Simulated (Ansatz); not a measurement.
TaTc, space group Pm-3m, a run that restarts from a saved state

Program: the Ansatz DFT code, driven from Python.

The script, `run_restart.py`:
```python
from dataclasses import dataclass

import ansatz as az
from ase import Atoms


@dataclass
class Settings:
    functional: str = "pbesol"


opts = Settings()


def main() -> None:
    atoms = Atoms(
        ["Ta", "Tc"],
        scaled_positions=[
            (0.0, 0.0, 0.0),
            (0.5, 0.5, 0.5),
        ],
        cell=[
            (3.172, 0.0, 0.0),
            (0.0, 3.172, 0.0),
            (0.0, 0.0, 3.172),
        ],
        pbc=True,
    )
    xtal = az.Crystal.from_ase(atoms)

    setup = xtal.calculation()
    setup = setup.functional(opts.functional)
    setup = setup.occupations(az.OccupationsMethod.METHFESSEL_PAXTON)
    coarse = setup.kpoints(*(3, 3, 3)).checkpoint(write="ground.run").run(threads=1, backend="cpu").report
    warm = setup.kpoints(*(7, 7, 7)).checkpoint(read="ground.run").run(threads=1, backend="cpu").report
    cold = setup.kpoints(*(7, 7, 7)).run(threads=1, backend="cpu").report
    for label, report in (("coarse", coarse), ("fine, from the saved density", warm), ("fine, fresh start", cold)):
        print(f"{label:30s} F = {report['free_energy_ev']:.5f} eV  iterations {report['n_iterations']}")


if __name__ == "__main__":
    main()
```

Running `python run_restart.py` prints:
```text
DeckWarning: basis.ecutwfc = 500 eV, auto-derived from the records' recommended cutoffs: set by Tc (normal level)
coarse                         F = -15144.98022 eV  iterations 6
fine, from the saved density   F = -15145.11426 eV  iterations 5
fine, fresh start              F = -15145.11426 eV  iterations 6
```
(Warnings from the package without file and line, repeats left out.)

Total energies depend on the potentials; only differences at equal settings carry meaning. A total without «per atom» is that of the cell as typed. Spin is left out of this run. Spin-orbit coupling, which matters for elements this heavy, is left out. The starting cell is as deposited in a crystallographic database; the results hold for this polymorph, which needn't be the stable one. It ran for 2 s on 1 thread of Arm Neoverse V2, on a shared host, peak memory 0.35 GiB.

(Lines on the test bed's own set-up are left out of the output.)
